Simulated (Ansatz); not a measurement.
Working through the levels without and with spin-orbit coupling of SnSe, space group Fm-3m

Computed with Ansatz 0.2.0, Python API.

`POSCAR_snse`
```text
SnSe
1.0
   0.00000000    3.01000000    3.01000000
   3.01000000    0.00000000    3.01000000
   3.01000000    3.01000000    0.00000000
Sn Se
1 1
Direct
   0.00000000    0.00000000    0.00000000
   0.50000000    0.50000000    0.50000000
```

At the Python prompt:
```pycon
>>> import ansatz as az
>>> from ase.io import read
>>> config = {
...     'functional': 'lda',
...     'kgrid': (6, 6, 6),
...     'occupations': 'fermi_dirac',
...     'beta': 0.4,
...     'scf_tol': 1e-09,
... }
>>> atoms = read('POSCAR_snse', format='vasp')
>>> crystal = az.Crystal.from_ase(atoms)
>>> [site.symbol for site in crystal.resolved().sites]
['Sn', 'Se']
>>> base = (
...     crystal.calculation()
...     .functional(config['functional'])
...     .kpoints(*config['kgrid'])
...     .occupations(config['occupations'])
...     .mixing('msr1', ndim=4, beta=config['beta'])
...     .scf(tolerance=config['scf_tol'], lower_state_search='standard')
...     .band_table()  # levels at the mesh points
... )
>>> for label, variant in (('scalar-relativistic', base), ('spin-orbit', base.spin(soc=True))):
...     summary = variant.run(threads=1).report
...     zero = summary['band_edges_ev'][0] if summary.get('band_edges_ev') else summary['fermi_energy_ev']
...     near = [round(e - zero, 3) for e in summary['eigenvalues_ev'][0] if abs(e - zero) < 4]
...     print(label)
...     print('  band edges (eV):', [round(e, 3) for e in summary.get('band_edges_ev') or []] or 'none reported')
...     print('  levels at k =', summary['kpoints_frac'][0], 'within 4 eV of the zero:', near)
...
DeckWarning: basis.ecutwfc = 420 eV, auto-derived from the records' recommended cutoffs: set by Sn (normal level)
scalar-relativistic
  band edges (eV): none reported
  levels at k = [0.0, 0.0, 0.0] within 4 eV of the zero: [-2.371, -2.371, -2.371]
spin-orbit
  band edges (eV): none reported
  levels at k = [0.0, 0.0, 0.0] within 4 eV of the zero: [-2.663, -2.663, -2.208, -2.208, -2.208, -2.208, 3.479, 3.479]
```

The settings weren't tested for convergence. The computed bands are complete only to about 4.4 eV above the Fermi level. The structure is a deposited one; some such entries were measured under pressure or heat, so a shift against it needn't be the functional's error alone. Gaps and levels are Kohn-Sham values on a finite set of k-points. Warnings are shown shortened and without file and line. With spin-orbit coupling each level holds one electron and, with inversion or at time-reversal points, comes in pairs; a window in energy can cut a split set. Hardware and time: 2.9 s on 1 thread of AMD EPYC 9B45 (Zen 5), on a shared host, peak memory 0.61 GiB.
